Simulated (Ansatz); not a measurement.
# CH4BN: the cost of one run

Computed with Ansatz 0.2.0, Gaussian basis. Level: PBE0-D4/def2-TZVP structures, single points in def2-TZVPP, no counterpoise correction.

Levels: SPW92, PBE-D4, BLYP-D4, r2SCAN-D4, B97M-V, PBE0-D4, B3LYP-D4, r2SCAN0-D4, BHLYP-D4, CAM-B3LYP-D4, wB97X-V, wB97M-V, B2PLYP, PBE-QIDH, RPA on PBE, Hartree-Fock, MP2, CCSD, CCSD(T).

Cores are frozen in the correlated methods. B3LYP uses VWN-RPA correlation. B2PLYP carries no dispersion term here.

56 further runs of the same task are left out: 56 set aside as unsound or not needed. Runs told in other sessions of the task aren't counted.

## (1) Where the work starts

The complex: 12 atoms, charge 0, spin multiplicity 1.

Atoms are counted from 1 here; the program's logs count them from 0.

Bond lengths: B1–N3 1.238 Å, B1–C5 1.534 Å, C2–H4 1.090 Å, C2–H6 1.090 Å, C2–H7 1.090 Å, C2–H8 1.090 Å, N3–H9 0.990 Å, C5–H10 1.092 Å, C5–H11 1.092 Å, C5–H12 1.092 Å. Angles: N3–B1–C5 179.7°, H4–C2–H6 109.6°, H4–C2–H7 109.6°, H4–C2–H8 109.6°, H6–C2–H7 109.3°, H6–C2–H8 109.3°, H7–C2–H8 109.5°, B1–N3–H9 179.3°, B1–C5–H10 110.8°, B1–C5–H11 110.8°, B1–C5–H12 111.0°, H10–C5–H11 107.9°, H10–C5–H12 108.1°, H11–C5–H12 108.1°.

Geometry (Å):

```
B    -0.63371   -1.04451   -1.08598
C     1.44336    1.06547    1.17035
N     0.27135   -1.67841   -1.64393
H     1.53222    0.29222    0.40767
C    -1.74938   -0.25508   -0.39031
H     2.43550    1.34952    1.52026
H     0.94626    1.93908    0.74860
H     0.86047    0.68555    2.00944
H     0.98682   -2.19189   -2.09714
H    -1.63588    0.81612   -0.56971
H    -1.72525   -0.41946    0.68901
H    -2.73177   -0.55871   -0.75815
```

Its parts: CH4BN holds atoms 1, 3, 5, 9, 10, 11, 12; CH4 holds atoms 2, 4, 6, 7, 8. Each part counts its atoms afresh in its own runs.

## (2) Relaxing CH4BN alone

File relax-a/in.yaml:

```yaml
crystal:
  periodic: [false, false, false]
  atoms:
    - {symbol: B, position_ang: [-0.633710, -1.044513, -1.085983]}
    - {symbol: N, position_ang: [0.271353, -1.678408, -1.643926]}
    - {symbol: C, position_ang: [-1.749379, -0.255077, -0.390305]}
    - {symbol: H, position_ang: [0.986816, -2.191892, -2.097143]}
    - {symbol: H, position_ang: [-1.635880, 0.816116, -0.569715]}
    - {symbol: H, position_ang: [-1.725250, -0.419459, 0.689007]}
    - {symbol: H, position_ang: [-2.731765, -0.558710, -0.758146]}
basis:
  gaussian: {orbitals: def2-TZVP}
hamiltonian: {xc: pbe0, dispersion: d4}
relax: {f_tol: 0.005, max_steps: 200}
```

Started as:

```
$ ansatz run in.yaml --threads 4 --pin off --events-out ev --progress --plain --max-ram 9574MiB
```

**Question.** How long does this run take on 4 threads of Arm Neoverse V1, shared host?

About 3.9 s.
